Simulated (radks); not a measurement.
**Ionisation of Si: one atom, several choices of relativity**

The task here is to estimate one member of a computed series from the others.

Method: Kohn-Sham, PBE, spin-unpolarised, spherical densities. Code: radks (a radial shooting solver on a logarithmic mesh, Libxc functionals) version 1.

**What is computed**

```
element       : silicon (Z = 14)
charge        : 0
electrons     : 14
configuration : [Ne] 3s2 3p2
ion           : Si⁺, [Ne] 3s2 3p1
choices       : non-relativistic; scalar-relativistic; Dirac, 2j+1 shares; Dirac, low j first; scalar-relativistic, finite nucleus; Dirac, 2j+1 shares, finite nucleus; Dirac, c × 100; Dirac, c × 1.25; Dirac, c × 0.75
```

Set-up of the first run:

The run's settings:

```text
Z 14
configuration [Ne] 3s2 3p2 4s0 3d0
relativity non-relativistic
functional pbe,pbe
spin unpolarised
nucleus point
```

Steps of the session up to this table: non-relativistic: Si.

One of the session's tables, all rows but one given; the rest of the session is left out.

It belongs to the step «non-relativistic: Si». Sizes of the orbitals, from the radial functions (bohr):

```
level     <r>  outermost maximum (interpolated)  90 % within  nodes
   1s  0.1116                            0.0730        0.199      0
   2s       ?                                 ?            ?      ?
   2p  0.5381                             0.388        0.904      0
   3s   2.168                              1.79         3.31      2
   3p   2.794                              2.16         4.45      1
```

**Question.** Estimate the row for 2s.

As computed: <r>: 0.5699; outermost maximum (interpolated): 0.456; 90 % within: 0.898; nodes: 1. In the column «<r>» it lies between 2p (0.5381) and 3s (2.168).

Limits of these values: Spin polarisation and multiplet splitting of open shells are left out at every level.
